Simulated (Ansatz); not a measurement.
# Mo4N: from a guess to a relaxed structure, part 2 of 2

Aim: relax a trial structure of Mo4N and see where it ends.

Ansatz 0.2.0; DFT PBE, scalar-relativistic, plane waves, PAW.

## (4) Final relaxation

The end of the coarse run is made exact in the group found at a tolerance of 0.06 Å and reduced to its primitive cell. The moments had died out, so spin is switched off.

Contents of input.yaml:

```yaml
crystal:
  lattice:
    - [4.2104072327, 0.0, 0.0]
    - [0.0, 4.2104072327, 0.0]
    - [0.0, 0.0, 4.2104072327]
  atoms:
    - { symbol: Mo, position: [0.2370525491, 0.2370525491, 0.2370525491] }
    - { symbol: Mo, position: [0.7629474509, 0.7629474509, 0.2370525491] }
    - { symbol: Mo, position: [0.7629474509, 0.2370525491, 0.7629474509] }
    - { symbol: Mo, position: [0.2370525491, 0.7629474509, 0.7629474509] }
    - { symbol: "N", position: [0.5, 0.5, 0.5] }
basis:
  ecutwfc: 420
kpoints:
  mp_grid: { grid: [10, 10, 10] }
hamiltonian:
  xc: pbe
scf:
  occupations: { method: gaussian, width: 0.1 }
output:
  forces: true
  stress: true
  eigenvalues: true
relax:
  adjacent_minimum: "off"
  f_tol: 0.01
  max_steps: 80
  cell: { stress_tol: 0.05 }
```

Run with:

```bash
> ansatz run input.yaml --threads 1 --pin off --max-ram 2560MiB --backend cpu --events-out ev --progress --plain --runs-dir out
```

The program printed:

```text
Warning: RAYON_NUM_THREADS=1 ignored (pool sized by the plan → 1); use --threads N
Engine: ansatz 0.2.0, x86_64-unknown-linux-gnu
Pseudopotentials: kind: paw
Pseudopotential: Mo, paw, valence charge 14, recommended cutoff 420 eV (normal), Mo.paw.azcp
Pseudopotential: N, paw, valence charge 5, recommended cutoff 420 eV (normal), N.paw.azcp
Functional definition: PBE
  parameter kappa = 0.804
  parameter beta = 0.06672455060314922
  exchange = pbe_x(kappa = kappa, mu = beta*pi^2/3)
  correlation = pbe_c(beta = beta)
Crystal: 5 atoms, lattice volume = 74.640 Å³
Basis set: ecut = 420 eV, 1419 PW (Γ), exchange–correlation on 60×60×60 points (8 copies of the dense FFT grid, shifted against one another)
Bands: 37, of which v1, the nominal top of the filled ones, is band 31 counted from 1 (30 counted from 0)
Symmetry: 24 space group operations
Space group: P-43m (ITA 215), of the structure as read, at distance tolerance 4.2e-5 Å
k-points: 56 of 1000 (time reversal used)
Non-local potential: Mo, projectors of the file, l = 0: 3, l = 1: 2, l = 2: 2, l = 3: 1
Non-local potential: N, projectors of the file, l = 0: 2, l = 1: 2, l = 2: 1
PAW form: soft (Blöchl's): semilocal exchange-correlation on the pseudo side does not see the compensation charge
PAW one-centre angular grid: Mo, 590 points (default); XC on 64 Gauss nodes
PAW one-centre angular grid: N, 110 points (default); XC on 64 Gauss nodes
Initial density: superposition of atomic densities (neutral atoms: chi_scale 0, normalization atom), corrected by the library's trained network
Initial wavefunctions: pseudopotential atomic-orbital guess
Functional: x = pbe(κ = 0.804, μ = 0.2195149727645171), c = pbe(β = 0.06672455060314922)
SCF iter   1: F=—  HF=-20206.312187 eV  |F-HF|=—  |Δ(HF+E_count)|=         —  Δρ=7.07e-3  dr2=2.28e-2  ethr=1.77e-3  ⟨swp⟩=5.0  Hψ=7261  notcnv=0
preconditioner: auto → Kerker (q_TF=auto, 2.638 Å⁻¹)  [metal: Δε(μ)=0.019 eV  Ē_g=5.164 eV  σ=0.100 eV  W_gap=0.11  n_scr=26 (ndim 8)  ℏωp=23.1 eV  f_vac=0.000  D(μ)=6.24/eV (n_scr^D=80)]
SCF iter   2: F=—  HF=-20206.310588 eV  |F-HF|=—  |Δ(HF+E_count)|=   1.60e-3  Δρ=3.49e-3  dr2=5.37e-3  ethr=3.74e-5  ⟨swp⟩=1.6  Hψ=2581  notcnv=0
SCF iter   3: F=—  HF=-20206.310376 eV  |F-HF|=—  |Δ(HF+E_count)|=   2.12e-4  Δρ=8.01e-4  dr2=4.46e-4  ethr=8.81e-6  ⟨swp⟩=2.2  Hψ=2629  notcnv=0
SCF iter   4: F=—  HF=-20206.310332 eV  |F-HF|=—  |Δ(HF+E_count)|=   4.39e-5  Δρ=1.26e-4  dr2=8.78e-6  ethr=7.31e-7  ⟨swp⟩=2.0  Hψ=2639  notcnv=0
SCF iter   5: F=—  HF=-20206.310378 eV  |F-HF|=—  |Δ(HF+E_count)|=   4.62e-5  Δρ=2.42e-5  dr2=3.83e-7  ethr=1.44e-8  ⟨swp⟩=2.1  Hψ=2685  notcnv=0
SCF iter   6: F=-20206.310378 eV  HF=-20206.310378 eV  |F-HF|=6.04e-10  |Δ(HF+E_count)|=   5.25e-8  Δρ=3.71e-6  dr2=7.02e-9  ethr=1.64e-10  ⟨swp⟩=6.2  Hψ=7660  notcnv=0
SCF 1 converged in 6 iterations: F = -20206.310378 eV  dr2 = 7.02e-9
relax step   1: F+E_penalty+E_count = -20206.31037777 eV  Δ(F+E_penalty+E_count) = +0.000e0 eV  max|allowed force component| = 9.911e-2 eV/Å  Δτ_max = 0.0000 Å  P = +0.222 GPa  Ω = 74.640 Å³  (6 SCF iters, dr2 threshold 1.00e-7 eV, accepted)
Crystal: 5 atoms, lattice volume = 74.153 Å³
Initial density: handed on by an earlier stage of this run
Initial wavefunctions: those handed on with the density
iter 1 solved again at ethr=5.16e-6 eV; its pass at ethr=3.10e-3 eV (dr2=3.15e-3 eV) is discarded
SCF iter   1: F=—  HF=-20206.311959 eV  |F-HF|=—  |Δ(HF+E_count)|=         —  Δρ=1.76e-3  dr2=2.89e-3  ethr=5.16e-6  ⟨swp⟩=3.1  Hψ=9836  notcnv=0
preconditioner: auto → Kerker (q_TF=auto, 2.641 Å⁻¹)  [metal: Δε(μ)=0.007 eV  Ē_g=5.180 eV  σ=0.100 eV  W_gap=0.04  n_scr=26 (ndim 8)  ℏωp=23.2 eV  f_vac=0.000  D(μ)=6.25/eV (n_scr^D=80)]
SCF iter   2: F=—  HF=-20206.311562 eV  |F-HF|=—  |Δ(HF+E_count)|=   3.97e-4  Δρ=9.06e-4  dr2=8.58e-4  ethr=4.73e-6  ⟨swp⟩=2.0  Hψ=2203  notcnv=0
SCF iter   3: F=—  HF=-20206.311389 eV  |F-HF|=—  |Δ(HF+E_count)|=   1.73e-4  Δρ=1.59e-4  dr2=3.15e-5  ethr=1.41e-6  ⟨swp⟩=2.0  Hψ=2758  notcnv=0
SCF iter   4: F=—  HF=-20206.311421 eV  |F-HF|=—  |Δ(HF+E_count)|=   3.26e-5  Δρ=3.58e-5  dr2=9.71e-7  ethr=5.16e-8  ⟨swp⟩=2.0  Hψ=2815  notcnv=0
iter 5 did not close the SCF: its close was put off for the readings that it lacked (scf_convergence_deferred on its scf_iter line)
SCF iter   5: F=-20206.311421 eV  HF=-20206.311421 eV  |F-HF|=2.14e-8  |Δ(HF+E_count)|=   2.33e-7  Δρ=6.75e-6  dr2=4.39e-8  ethr=1.59e-9  ⟨swp⟩=2.0  Hψ=2789  notcnv=0
SCF iter   6: F=-20206.311421 eV  HF=-20206.311421 eV  |F-HF|=3.57e-10  |Δ(HF+E_count)|=   9.51e-9  Δρ=1.48e-6  dr2=1.35e-9  ethr=7.19e-11  ⟨swp⟩=2.0  Hψ=6221  notcnv=0
SCF 2 converged in 6 iterations: F = -20206.311421 eV  dr2 = 1.35e-9
relax step   2: F+E_penalty+E_count = -20206.31142103 eV  Δ(F+E_penalty+E_count) = -1.043e-3 eV  max|allowed force component| = 7.030e-3 eV/Å  Δτ_max = 0.0082 Å  P = +1.383 GPa  Ω = 74.153 Å³  energy of the carried Pulay correction = +4.659e-4 eV  (6 SCF iters, dr2 threshold 5.00e-7 eV, accepted)
Crystal: 5 atoms, lattice volume = 75.127 Å³
iter 1 solved again at ethr=8.70e-6 eV; its pass at ethr=3.10e-3 eV (dr2=5.30e-3 eV) is discarded
SCF iter   1: F=—  HF=-20206.307712 eV  |F-HF|=—  |Δ(HF+E_count)|=         —  Δρ=2.71e-3  dr2=5.63e-3  ethr=8.70e-6  ⟨swp⟩=1.1  Hψ=9887  notcnv=0
preconditioner: auto → Kerker (q_TF=auto, 2.635 Å⁻¹)  [metal: Δε(μ)=0.008 eV  Ē_g=5.099 eV  σ=0.100 eV  W_gap=0.04  n_scr=26 (ndim 8)  ℏωp=23.1 eV  f_vac=0.000  D(μ)=6.35/eV (n_scr^D=80)]
SCF iter   2: F=—  HF=-20206.306830 eV  |F-HF|=—  |Δ(HF+E_count)|=   8.82e-4  Δρ=1.09e-3  dr2=9.42e-4  ethr=8.70e-6  ⟨swp⟩=2.0  Hψ=2414  notcnv=0
SCF iter   3: F=—  HF=-20206.306694 eV  |F-HF|=—  |Δ(HF+E_count)|=   1.36e-4  Δρ=2.50e-4  dr2=4.13e-5  ethr=1.55e-6  ⟨swp⟩=2.0  Hψ=2670  notcnv=0
SCF iter   4: F=—  HF=-20206.306741 eV  |F-HF|=—  |Δ(HF+E_count)|=   4.75e-5  Δρ=2.41e-5  dr2=2.94e-7  ethr=6.77e-8  ⟨swp⟩=2.0  Hψ=2817  notcnv=0
iter 5 did not close the SCF: its close was put off for the readings that it lacked (scf_convergence_deferred on its scf_iter line)
SCF iter   5: F=-20206.306741 eV  HF=-20206.306741 eV  |F-HF|=3.13e-9  |Δ(HF+E_count)|=   9.80e-8  Δρ=4.50e-6  dr2=1.14e-8  ethr=4.82e-10  ⟨swp⟩=2.0  Hψ=3561  notcnv=0
SCF iter   6: F=-20206.306741 eV  HF=-20206.306741 eV  |F-HF|=9.82e-11  |Δ(HF+E_count)|=  7.28e-12  Δρ=8.36e-7  dr2=4.38e-10  ethr=1.87e-11  ⟨swp⟩=1.1  Hψ=4912  notcnv=0
SCF 3 converged in 6 iterations: F = -20206.306741 eV  dr2 = 4.38e-10
relax step   3: F+E_penalty+E_count = -20206.30674135 eV  Δ(F+E_penalty+E_count) = +4.680e-3 eV  max|allowed force component| = 1.029e-1 eV/Å  Δτ_max = 0.0051 Å  P = -2.009 GPa  Ω = 75.127 Å³  energy of the carried Pulay correction = -4.623e-4 eV  (6 SCF iters, dr2 threshold 5.00e-7 eV, rejected (line search))
Crystal: 5 atoms, lattice volume = 74.589 Å³
iter 1 solved again at ethr=8.09e-6 eV; its pass at ethr=3.10e-3 eV (dr2=4.93e-3 eV) is discarded
SCF iter   1: F=—  HF=-20206.313577 eV  |F-HF|=—  |Δ(HF+E_count)|=         —  Δρ=2.26e-3  dr2=4.10e-3  ethr=8.09e-6  ⟨swp⟩=2.4  Hψ=9677  notcnv=0
preconditioner: auto → Kerker (q_TF=auto, 2.638 Å⁻¹)  [metal: Δε(μ)=0.006 eV  Ē_g=5.165 eV  σ=0.100 eV  W_gap=0.03  n_scr=26 (ndim 8)  ℏωp=23.2 eV  f_vac=0.000  D(μ)=6.28/eV (n_scr^D=80)]
SCF iter   2: F=—  HF=-20206.312926 eV  |F-HF|=—  |Δ(HF+E_count)|=   6.51e-4  Δρ=9.34e-4  dr2=7.64e-4  ethr=6.73e-6  ⟨swp⟩=2.0  Hψ=2420  notcnv=0
SCF iter   3: F=—  HF=-20206.312792 eV  |F-HF|=—  |Δ(HF+E_count)|=   1.35e-4  Δρ=2.17e-4  dr2=4.26e-5  ethr=1.25e-6  ⟨swp⟩=2.0  Hψ=2639  notcnv=0
SCF iter   4: F=—  HF=-20206.312833 eV  |F-HF|=—  |Δ(HF+E_count)|=   4.10e-5  Δρ=2.55e-5  dr2=3.26e-7  ethr=6.98e-8  ⟨swp⟩=2.0  Hψ=2810  notcnv=0
SCF iter   5: F=—  HF=-20206.312847 eV  |F-HF|=—  |Δ(HF+E_count)|=   1.38e-5  Δρ=5.15e-6  dr2=2.22e-8  ethr=5.35e-10  ⟨swp⟩=2.2  Hψ=3064  notcnv=0
SCF iter   6: F=—  HF=-20206.312847 eV  |F-HF|=—  |Δ(HF+E_count)|=   4.53e-9  Δρ=1.11e-6  dr2=1.04e-9  ethr=3.65e-11  ⟨swp⟩=2.0  Hψ=2968  notcnv=0
SCF iter   7: F=-20206.312847 eV  HF=-20206.312847 eV  |F-HF|=3.64e-12  |Δ(HF+E_count)|=  1.38e-10  Δρ=2.46e-7  dr2=3.73e-11  ethr=1.00e-12  ⟨swp⟩=3.3  Hψ=8254  notcnv=0
SCF 4 converged in 7 iterations: F = -20206.312847 eV  dr2 = 3.73e-11
relax step   4: F+E_penalty+E_count = -20206.31284657 eV  Δ(F+E_penalty+E_count) = -1.426e-3 eV  max|allowed force component| = 1.647e-3 eV/Å  Δτ_max = 0.0009 Å  P = -0.011 GPa  Ω = 74.589 Å³  energy of the carried Pulay correction = +4.862e-5 eV  (7 SCF iters, accepted)
Initial wavefunctions: pseudopotential atomic-orbital guess (no wavefunctions were taken with the density)
iter 1 solved again at ethr=1.09e-7 eV; its pass at ethr=3.10e-3 eV (dr2=6.66e-5 eV) is discarded
SCF iter   1: F=—  HF=-20206.312680 eV  |F-HF|=—  |Δ(HF+E_count)|=         —  Δρ=8.48e-6  dr2=4.83e-8  ethr=1.09e-7  ⟨swp⟩=3.1  Hψ=12049  notcnv=0
preconditioner: auto → Kerker (q_TF=auto, 2.638 Å⁻¹)  [metal: Δε(μ)=0.005 eV  Ē_g=5.157 eV  σ=0.100 eV  W_gap=0.03  n_scr=26 (ndim 8)  ℏωp=23.2 eV  f_vac=0.000  D(μ)=6.28/eV (n_scr^D=80)]
SCF iter   2: F=—  HF=-20206.312742 eV  |F-HF|=—  |Δ(HF+E_count)|=   6.19e-5  Δρ=4.52e-6  dr2=1.33e-8  ethr=7.93e-11  ⟨swp⟩=2.8  Hψ=3867  notcnv=0
SCF iter   3: F=—  HF=-20206.312742 eV  |F-HF|=—  |Δ(HF+E_count)|=  9.60e-10  Δρ=2.84e-6  dr2=4.64e-9  ethr=2.17e-11  ⟨swp⟩=2.0  Hψ=2205  notcnv=0
SCF iter   4: F=—  HF=-20206.312742 eV  |F-HF|=—  |Δ(HF+E_count)|=  2.91e-11  Δρ=8.48e-7  dr2=4.86e-10  ethr=7.61e-12  ⟨swp⟩=2.0  Hψ=2734  notcnv=0
iter 5 did not close the SCF: its close was put off for the readings that it lacked (scf_convergence_deferred on its scf_iter line)
SCF iter   5: F=-20206.312742 eV  HF=-20206.312742 eV  |F-HF|=4.00e-11  |Δ(HF+E_count)|=  9.09e-11  Δρ=2.44e-7  dr2=4.66e-11  ethr=1.00e-12  ⟨swp⟩=2.0  Hψ=2416  notcnv=0
SCF iter   6: F=-20206.312742 eV  HF=-20206.312742 eV  |F-HF|=7.28e-12  |Δ(HF+E_count)|=    0.00e0  Δρ=5.77e-8  dr2=3.02e-12  ethr=1.00e-12  ⟨swp⟩=3.0  Hψ=5412  notcnv=0
SCF 5 converged in 6 iterations: F = -20206.312742 eV  dr2 = 3.02e-12
relax step   5: F+E_penalty+E_count = -20206.31274220 eV  Δ(F+E_penalty+E_count) = +1.044e-4 eV  max|allowed force component| = 1.650e-3 eV/Å  Δτ_max = 0.0000 Å  P = -0.012 GPa  Ω = 74.589 Å³  stress off target by 1.17e-2 GPa  SCF on the basis re-selected at this cell (its energy is not comparable with the rows above)  (6 SCF iters)
basis re-selected at this cell: Δ(F+E_penalty+E_count) = +1.044e-4 eV, ΔP = -0.000 GPa vs the last step (what re-selecting the basis moved, of the pressure what is left beyond the Pulay correction that the steps carried, after the strain that the cell walked since its last selection, with what the two solves' SCF thresholds leave and, on support functions, any second-order correction that the steps lacked; it is no measure of the basis error at this ecutwfc). This SCF's stress stands 1.17e-2 GPa from its target on what of the cell is left free (relax.cell.stress_tol is 5.00e-2 GPa) and its largest allowed force component is 1.65e-3 eV/Å (relax.f_tol is 1.00e-2 eV/Å): within both
SCF converged after 6 iterations
Free energy (F): -20206.312742 eV
Harris-Foulkes:  -20206.312742 eV  (|F-HF|=7.28e-12)
Internal energy: -20206.281345 eV  (E = F + TS)
E sigma→0 (E₀):  -20206.297043 eV
Entropy (-TS):   -0.031398 eV (-6.280 meV/atom)
Fermi energy:    18.294993 eV
--- Per-component energies (eV) ---
  E_band       = -329.314172
  E_kinetic    = 1890.603827
  E_local      = -3682.961211  (includes V_loc(G=0)·N_el)
  E_nonlocal   = 617.315853
  E_hartree    = 1214.245600
  E_xc         = -791.087246
  E_vxc        = -988.495478  (∫ρ·V_xc dr)
  E_paw        = -12931.984935  (= ΣΔE_a)
  E_vpaw       = -594.268596  (= ΣTr[D̂ρ^β])
  E_aug_tail   = 0.000230  (compensation charges beyond the density's cutoff)
  E_ewald      = -6522.413461
  E_smearing   = -0.031398  (= −TS)
  E_closure    = 0.000000  (closes the sum)
  Σ components = -20206.312742   (vs F -20206.312742, Δ=0.00e0)
--- Forces (eV/Å), atoms counted from 1 ---
  atom   1  Mo     0.00164962     0.00164962     0.00164962
  atom   2  Mo    -0.00164962    -0.00164962     0.00164962
  atom   3  Mo    -0.00164962     0.00164962    -0.00164962
  atom   4  Mo     0.00164962    -0.00164962    -0.00164962
  atom   5  N      0.00000000    -0.00000000     0.00000000
  max |Σ_I F_I| component: 1.04e-16 eV/Å
--- Stress (GPa, compression-positive) ---
       -0.011665      -0.000000      -0.000000
       -0.000000      -0.011665       0.000000
        0.000000       0.000000      -0.011665
  P = ⅓ Tr σ = -0.0117 GPa (-0.117 kbar)
--- Band table (eV; the first three rows and the last of 56) ---
  k-point 0: bands = ["-42.8557", "-42.6723", "-42.6723", "-42.6723", "-17.6415", "-17.1460", "-17.1460", "-16.9231", "-16.9231", "-16.9231", "-16.6531", "-16.6531", "-16.6531", "-16.4322", "-16.4322", "-16.4322", "2.3081", "11.4273", "11.4273", "11.4273", "12.5308", "14.3763", "14.3763", "15.2906", "15.2906", "15.2906", "16.7735", "19.1198", "19.1198", "19.2546", "19.2546", "19.2546", "21.0462", "21.0462", "21.0462", "21.3645", "21.3645"]
  k-point 1: bands = ["-42.8516", "-42.6765", "-42.6723", "-42.6723", "-17.6242", "-17.1355", "-17.1318", "-16.9389", "-16.9214", "-16.9214", "-16.6644", "-16.6502", "-16.6502", "-16.4531", "-16.4381", "-16.4381", "2.3311", "11.3893", "11.4850", "11.4850", "12.6611", "14.4393", "14.4574", "15.2343", "15.3323", "15.3323", "16.8256", "18.9261", "19.1030", "19.1315", "19.1315", "19.2042", "20.3864", "20.9267", "20.9267", "20.9367", "21.0222"]
  k-point 2: bands = ["-42.8399", "-42.6884", "-42.6722", "-42.6722", "-17.5740", "-17.1052", "-17.0909", "-16.9838", "-16.9173", "-16.9173", "-16.6968", "-16.6411", "-16.6411", "-16.5127", "-16.4548", "-16.4548", "2.3920", "11.3047", "11.6432", "11.6432", "13.0098", "14.6195", "14.6985", "15.1504", "15.4456", "15.4456", "16.8581", "18.4407", "18.8152", "18.8403", "18.8403", "19.0369", "19.6898", "20.2379", "20.5621", "20.5621", "20.8823"]
  k-point 55: bands = ["-42.7390", "-42.7105", "-42.7105", "-42.7105", "-17.6892", "-17.2721", "-17.2721", "-17.2721", "-16.6876", "-16.6876", "-16.6876", "-16.5182", "-16.5182", "-16.4760", "-16.4760", "-16.4760", "2.4097", "11.8598", "11.8598", "11.8598", "14.4081", "14.4081", "14.4081", "16.5065", "16.9394", "16.9394", "17.3345", "17.3345", "17.3345", "18.3903", "18.3903", "18.3903", "20.2759", "20.2759", "20.2759", "21.1282", "21.1282"]
--- Relaxed structure (4 steps of the walk, 3 accepted, 1 SCFs on fresh bases) ---
  F+E_penalty+E_count = -20206.31274220 eV   max|allowed force component| = 1.650e-3 eV/Å   (the final SCF, on the basis selected at the relaxed cell)
  cell:  # Å, volume = 74.5891 Å³
    - [4.20944730603744, 7.0617431294198645e-34, 2.182720603638867e-33]
    - [7.0617431294198645e-34, 4.20944730603744, 2.5679065925163148e-34]
    - [2.182720603638867e-33, 2.5679065925163148e-34, 4.20944730603744]
  atoms:
    - { symbol: Mo, position: [0.23604626329458586, 0.23604626329458586, 0.23604626329458586] }
    - { symbol: Mo, position: [0.7639537367054141, 0.7639537367054141, 0.23604626329458586] }
    - { symbol: Mo, position: [0.7639537367054141, 0.23604626329458586, 0.7639537367054141] }
    - { symbol: Mo, position: [0.23604626329458586, 0.7639537367054141, 0.7639537367054141] }
    - { symbol: N, position: [0.5, 0.5, 0.5] }
```

Wall time 31 s (1 thread of Intel Xeon 6975P-C (Granite Rapids), shared host); peak memory 0.42 GiB.

Relaxation path:

| step | E - E(step 1) (eV/cell) | largest force component (eV/Å) | pressure (GPa) | volume (Å³) |
| --- | --- | --- | --- | --- |
| 1 | 0.0000 | 0.0991 | 0.22 | 74.64 |
| 2 | -0.0010 | 0.0070 | 1.38 | 74.15 |
| 3 | 0.0036 | 0.1029 | -2.01 | 75.13 |
| 4 | -0.0025 | 0.0016 | -0.01 | 74.59 |
| 5 | -0.0024 | 0.0016 | -0.01 | 74.59 |

Step 1 is the start. Step 5 repeats the geometry before it on a plane-wave basis chosen anew for that cell, so its energy need not be comparable with the rows above. Step 3 was tried and not accepted.

|  | before | after | change |
| --- | --- | --- | --- |
| a (Å) | 4.210 | 4.209 | 0.0 % |
| b (Å) | 4.210 | 4.209 | 0.0 % |
| c (Å) | 4.210 | 4.209 | 0.0 % |
| volume (Å³/atom) | 14.93 | 14.92 | -0.1 % |
| shortest distance (Å) | 1.918 | 1.924 | +0.4 % |
| space group (0.01 Å) | P-43m | P-43m | same |

The run keeps the 24 symmetry operations of the start, so it could not have lowered the symmetry.

## (5) Changing settings: basis.precision f64, occupations.method tetrahedron_uncorrected, chi_scale 0.3, eigensolver.kind davidson, width left out

Contents of input.yaml:

```yaml
crystal:
  lattice:
    - [4.209447306, 0.0, 0.0]
    - [0.0, 4.209447306, 0.0]
    - [0.0, 0.0, 4.209447306]
  atoms:
    - { symbol: Mo, position: [0.2360462633, 0.2360462633, 0.2360462633] }
    - { symbol: Mo, position: [0.7639537367, 0.7639537367, 0.2360462633] }
    - { symbol: Mo, position: [0.7639537367, 0.2360462633, 0.7639537367] }
    - { symbol: Mo, position: [0.2360462633, 0.7639537367, 0.7639537367] }
    - { symbol: "N", position: [0.5, 0.5, 0.5] }
basis:
  ecutwfc: 420
  precision: f64
kpoints:
  mp_grid: { grid: [10, 10, 10] }
hamiltonian:
  xc: pbe
scf:
  occupations: { method: tetrahedron_uncorrected }
  initial_density: { chi_scale: 0.3 }
  eigensolver: { kind: davidson }
output:
  forces: true
  eigenvalues: true
  stress: true
```

Run with:

```bash
> ansatz run input.yaml --threads 1 --pin off --max-ram 2560MiB --backend cpu --events-out ev --progress --plain --runs-dir out
```

The program printed (excerpt; [...] marks lines left out):

```text
Warning: RAYON_NUM_THREADS=1 ignored (pool sized by the plan → 1); use --threads N
[...]
[... 4 set-up lines as earlier in the session ...]
[...]
davidson cushion auto → on  (no smearing: the cushion is to keep the highest requested band from converging to the state above it; pin scf.eigensolver.cushion to override)
Crystal: 5 atoms, lattice volume = 74.589 Å³
Basis set: ecut = 420 eV, 1419 PW (Γ), exchange–correlation on 60×60×60 points (8 copies of the dense FFT grid, shifted against one another)
Bands: 37, of which v1, the nominal top of the filled ones, is band 31 counted from 1 (30 counted from 0)
[... 2 set-up lines as earlier in the session ...]
[...]
SCF iter   8: F=-20206.250304 eV  HF=-20206.250304 eV  |F-HF|=1.41e-9  |Δ(HF+E_count)|=   4.75e-5  Δρ=1.22e-5  dr2=6.76e-8  ethr=4.41e-9  ⟨swp⟩=3.1  Hψ=5861  notcnv=0
[...]
SCF converged after 8 iterations
Free energy (F): -20206.250304 eV
[...]
E sigma→0 (E₀):  -20206.250304 eV
Entropy (-TS):   -0.000274 eV (-0.055 meV/atom)
Fermi energy:    18.286333 eV
[...]
--- Forces (eV/Å), atoms counted from 1 ---
  atom   1  Mo    -0.03242615    -0.03242615    -0.03242615
  atom   2  Mo     0.03242615     0.03242615    -0.03242615
  atom   3  Mo     0.03242615    -0.03242615     0.03242615
  atom   4  Mo    -0.03242615     0.03242615     0.03242615
  atom   5  N     -0.00000000    -0.00000000    -0.00000000
[...]
--- Stress (GPa, compression-positive) ---
        0.163031       0.000000      -0.000000
       -0.000000       0.163031       0.000000
        0.000000       0.000000       0.163031
  P = ⅓ Tr σ = 0.1630 GPa (1.630 kbar)
--- Band table (eV; the first three rows and the last of 56) ---
[...]
```

Wall time 9.2 s (1 thread of Intel Xeon 6975P-C (Granite Rapids), shared host); peak memory 0.35 GiB.

| run | ending | energy change | pressure (GPa) | gap (eV) | force (eV/Å) | cycles | time |
| --- | --- | --- | --- | --- | --- | --- | --- |
| step 4 | converged | 0 | 0.0 | 0.00 | 0.00 | - | 31 s |
| variant | converged | +9.3 meV/atom (σ→0) | 0.2 | 0.00 | 0.06 | 8 | 9.2 s |

Changing the arithmetic precision, smearing, start and solver moves the energy by +9.3 meV/atom (σ→0 values), and the largest force goes from 0.00 to 0.06 eV/Å.

## (6) Summary of results

This closing draws on all 2 parts. Changes of volume or cell count from the first structure of part 1.

| quantity | value |
| --- | --- |
| symmetry at the end (tolerance 0.05 Å) | space group P-43m (No. 215) |
| conventional cell | a = 4.209 Å, b = 4.209 Å, c = 4.209 Å, α = 90.00°, β = 90.00°, γ = 90.00° |
| volume | 14.92 Å³/atom |
| energy over the elements (uncorrected; H, N, O, F and Cl as molecules) | +0.36 eV/atom |
| gap on the mesh | none (metal) |

In words: The space group P-43m (No. 215) is kept, and the volume per atom shrinks by 6.9 % from the first guess. With a positive formation energy it can't be a ground state. No finished test with a distortion of lower symmetry is shown, so the end may be a saddle point. A spin-polarised run here lost its starting moments, which speaks against magnetism, though one start doesn't rule it out. Where forces pass 15 eV/Å atoms stand far too close, the PAW spheres overlap strongly and those numbers are rough. Other magnetic orders were not searched.
